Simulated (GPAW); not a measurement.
Crystal: GaGe3.

```xyz
4
Lattice="4.2785 0.0000 0.0000 0.0000 4.2785 0.0000 0.0000 0.0000 4.2785" Properties=species:S:1:pos:R:3 pbc="T T T"
Ge    2.1392    2.1392    0.0000
Ge    2.1392    0.0000    2.1392
Ge    0.0000    2.1392    2.1392
Ga    0.0000    0.0000    0.0000
```

The cell comes from a database or a generator and needn't be the stable form of this composition.

Base run:

```yaml
Program: GPAW 26.7.0
Functional: PBEsol
Potentials_or_basis: PAW data sets generated in the run's folder for this functional
Cutoff: 600 eV
Basis: pw
k_mesh: 6 × 6 × 6
Occupations: fermi-dirac, width 0.05 eV
Spin: no spin polarisation
```

Its results: pressure -3.7 GPa.

Task: The run is repeated on the same cell with these changes: functional from PBEsol to LDA; potentials or basis from PAW data sets generated in the run's folder for this functional to the program's PAW data sets (release 1.2.1) made for this functional. What comes out?

Result: Pressure -5.1 GPa.

Not every run made on this cell is shown here.
